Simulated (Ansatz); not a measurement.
**Br− with H₂O: structure and interaction energy**

An exercise on one series of results from a longer session: the logs are not shown, and one member is left open.

Method: PBE0-D4 structure, single points in def2-TZVPPD; program: Ansatz 0.2.0, Gaussian basis.

Levels: PBE-D4, revPBE-D4, BLYP-D4, r2SCAN-D4, B97M-V, PBE0-D4, B3LYP-D4, HSE06-D4, wB97X-V, wB97M-V, B2PLYP, Hartree-Fock, MP2, CCSD, CCSD(T). The reference is CCSD(T) extrapolated to the basis limit. For elements past Ar these valence bases correlate outer-core shells poorly and lack relativity, so that limit is rough.

Correlated methods freeze the cores. Filled d shells of the heavier atoms are correlated. B3LYP uses VWN-RPA correlation. B2PLYP carries no dispersion term here.

163 further runs of the same task are left out: 163 set aside as unsound or not needed.

## The system as given

The pair, from a GFN2-xTB docking trial: 4 atoms, charge -1, spin multiplicity 1.

Atoms are counted from 1 here; the program's logs count them from 0.

Bond lengths: O2–H3 0.980 Å, O2–H4 0.957 Å. Angles: H3–O2–H4 102.3°.

Coordinates:

```xyz
4
BrH2O
Br    0.0328    0.1698   -2.1957
O     0.0359    0.1738    1.0615
H     0.1141    0.4132    0.1145
H    -0.1827   -0.7568    1.0197
```

Atoms 1 to 1 are fragment A (Br−), the rest fragment B (H₂O).

Set-up of the first run:

Contents of pre/in.yaml:

```yaml
crystal:
  periodic: [false, false, false]
  atoms:
    - {symbol: Br, position_ang: [0.032800, 0.169800, -2.195700]}
    - {symbol: O, position_ang: [0.035900, 0.173800, 1.061500]}
    - {symbol: H, position_ang: [0.114100, 0.413200, 0.114500]}
    - {symbol: H, position_ang: [-0.182700, -0.756800, 1.019700]}
basis:
  gaussian: {orbitals: def2-SVPD}
total_charge: -1
hamiltonian: {xc: pbe, dispersion: d4}
relax: {f_tol: 0.03, max_steps: 250}
```

Run with:

```console
$ ansatz run in.yaml --threads 2 --pin off --events-out ev --progress --plain --max-ram 5222MiB
```

Steps of the session up to this table: A first relaxation in a small basis; Relaxation at PBE0-D4; wB97X-V/def2-TZVPPD; wB97M-V/def2-TZVPPD; B2PLYP/def2-TZVPPD; B97M-V/def2-TZVPPD; CCSD(T)/def2-TZVPPD; MP2/def2-QZVPPD; Vibrations of the pair.

One of the session's tables, all rows but one given; the rest of the session is left out.

```
      method  interaction (kJ/mol)
      PBE-D4                -59.89
   revPBE-D4                -55.72
     BLYP-D4                -55.77
   r2SCAN-D4                -58.37
      B97M-V                -54.66
     PBE0-D4                -58.72
    B3LYP-D4                -56.53
    HSE06-D4                -58.76
     wB97X-V                -56.14
     wB97M-V                -55.77
      B2PLYP                -53.03
Hartree-Fock                -42.85
         MP2                -53.41
        CCSD                -50.66
     CCSD(T)                     ?
 CCSD(T)/CBS                -56.06
```

Q: Estimate the row for CCSD(T) from the others.

**Answer.** interaction (kJ/mol): -52.26. In the column «interaction (kJ/mol)» it lies between B2PLYP (-53.03) and CCSD (-50.66).
